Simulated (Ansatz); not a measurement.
# Y: the cost of one run

Computed with Ansatz 0.2.0 (DFT PBE, scalar-relativistic, plane waves, PAW, unless a step's input says otherwise).

5 further runs of the same task are left out: 4 that didn't finish, 1 set aside as unsound or not needed.

## (1) The starting structure

The structure is hexagonal, space group P6_3/mmc (No. 194). Conventional cell: a = 3.657 Å, b = 3.657 Å, c = 5.674 Å, α = 90.00°, β = 90.00°, γ = 120.00°. Y (site symmetry -6m2) has 12 Y at 3.54 to 3.66 Å as nearest neighbours.

As a file:

```
CELL_PARAMETERS angstrom
3.65711 0.00000 0.00000
-1.82855 3.16715 0.00000
0.00000 0.00000 5.67407
ATOMIC_POSITIONS crystal
Y 0.33333 0.66667 0.25000
Y 0.66667 0.33333 0.75000
```

It is the result of an earlier relaxation at this level (volume 32.86 Å³/atom; gap on the mesh: none (metal)).

## (2) Electronic structure at the relaxed geometry

File input.yaml:

```yaml
crystal:
  lattice:
    - [3.6571051041, 0.0, 0.0]
    - [-1.828552552, 3.1671459244, 0.0]
    - [0.0, 0.0, 5.6740654838]
  atoms:
    - { symbol: "Y", position: [0.3333333333, 0.6666666667, 0.25] }
    - { symbol: "Y", position: [0.6666666667, 0.3333333333, 0.75] }
basis:
  ecutwfc: 420
kpoints:
  mp_grid: { grid: [15, 15, 8] }
  band_path:
    path:
      - [[0.0, 0.0, 0.0], [0.5, 0.0, 0.0], [0.33333333, 0.33333333, 0.0], [0.0, 0.0, 0.0], [0.0, 0.0, 0.5], [0.5, 0.0, 0.5], [0.33333333, 0.33333333, 0.5], [0.0, 0.0, 0.5]]
      - [[0.5, 0.0, 0.5], [0.5, 0.0, 0.0]]
      - [[0.33333333, 0.33333333, 0.5], [0.33333333, 0.33333333, 0.0]]
    npoints: 14
hamiltonian:
  xc: pbe
scf:
  occupations: { method: gaussian, width: 0.1 }
  n_extra_bands: 6
output:
  forces: true
  stress: true
  eigenvalues: true
  populations: true
  dos: { projected: true, de: 0.02, nscf_kmesh: { grid: [23, 23, 12] } }
  bader: true
  write_density: true
  write_potential: true
  elf: true
  volumetric_format: npy
```

The run is started by

```sh
$ ansatz run input.yaml --threads 1 --pin off --max-ram 2560MiB --backend cpu --events-out ev --progress --plain --runs-dir out
```

**Question.** How long does this run take on 1 thread of Arm Neoverse V2, shared host, and how much memory does it need?

About 32 s, with a peak of 0.56 GiB.
